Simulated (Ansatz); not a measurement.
# CH7FSn: the cost of one run

All numbers below are computed with Ansatz 0.2.0 (RHF/def2-SVP).

## (1) The system as given

Bond lengths: Sn1–C3 2.150 Å, C3–H4 1.110 Å, C3–H5 1.110 Å, C3–H6 1.110 Å, Sn1–H7 1.739 Å, Sn1–H8 1.739 Å, Sn1–F9 2.170 Å. Angles: Sn1–C3–H4 109.5°, Sn1–C3–H5 109.5°, Sn1–C3–H6 109.5°, H4–C3–H5 109.4°, H4–C3–H6 109.4°, H5–C3–H6 109.4°, C3–Sn1–H7 109.5°, C3–Sn1–H8 109.5°, C3–Sn1–F9 178.9°, H7–Sn1–H8 109.5°, H7–Sn1–F9 70.0°, H8–Sn1–F9 70.0°.

Coordinates:

```xyz
10

Sn    0.0000    0.0000    0.0000
H     0.0000    0.0000    2.0900
C     2.0274    0.0000   -0.7160
H     2.3751   -1.0463   -0.8441
H     2.0760    0.5276   -1.6913
H     2.6794    0.5187    0.0175
H    -0.8195    1.4198   -0.5794
H    -0.8195   -1.4198   -0.5794
F    -2.0593    0.0000    0.6842
H    -1.0838    0.0000    1.8933
```

## (2) Pulling towards end A

Springs on the bonds that form and break draw the guess towards this end; the thresholds are loose.

Contents of input.yaml:

```yaml
crystal:
  periodic: [false, false, false]
  atoms:
    - { symbol: Sn, position_ang: [0.0, 0.0, 0.0] }
    - { symbol: H, position_ang: [0.0, 0.0, 2.09] }
    - { symbol: C, position_ang: [2.0274, 0.0, -0.716] }
    - { symbol: H, position_ang: [2.3751, -1.0463, -0.8441] }
    - { symbol: H, position_ang: [2.076, 0.5276, -1.6913] }
    - { symbol: H, position_ang: [2.6794, 0.5187, 0.0175] }
    - { symbol: H, position_ang: [-0.8195, 1.4198, -0.5794] }
    - { symbol: H, position_ang: [-0.8195, -1.4198, -0.5794] }
    - { symbol: F, position_ang: [-2.0593, 0.0, 0.6842] }
    - { symbol: H, position_ang: [-1.0838, 0.0, 1.8933] }
basis:
  gaussian: { orbitals: def2-SVP }
hamiltonian:
  xc: hf
relax:
  f_tol: 0.15
  max_steps: 25
  restrain:
    - { distance: [0, 8], at: 3.07, k: 30.0 }
    - { distance: [9, 1], at: 1.86, k: 30.0 }
    - { distance: [0, 1], at: 1.74, k: 30.0 }
    - { distance: [9, 8], at: 0.92, k: 30.0 }
```

Command:

```console
ansatz run input.yaml --threads 1 --pin off --max-ram 2048MiB --backend cpu --events-out ev --progress --plain --runs-dir out
```

What time and memory should one allow on 1 thread of Arm Neoverse V1, shared host?

About 26 s, with a peak of 0.17 GiB.
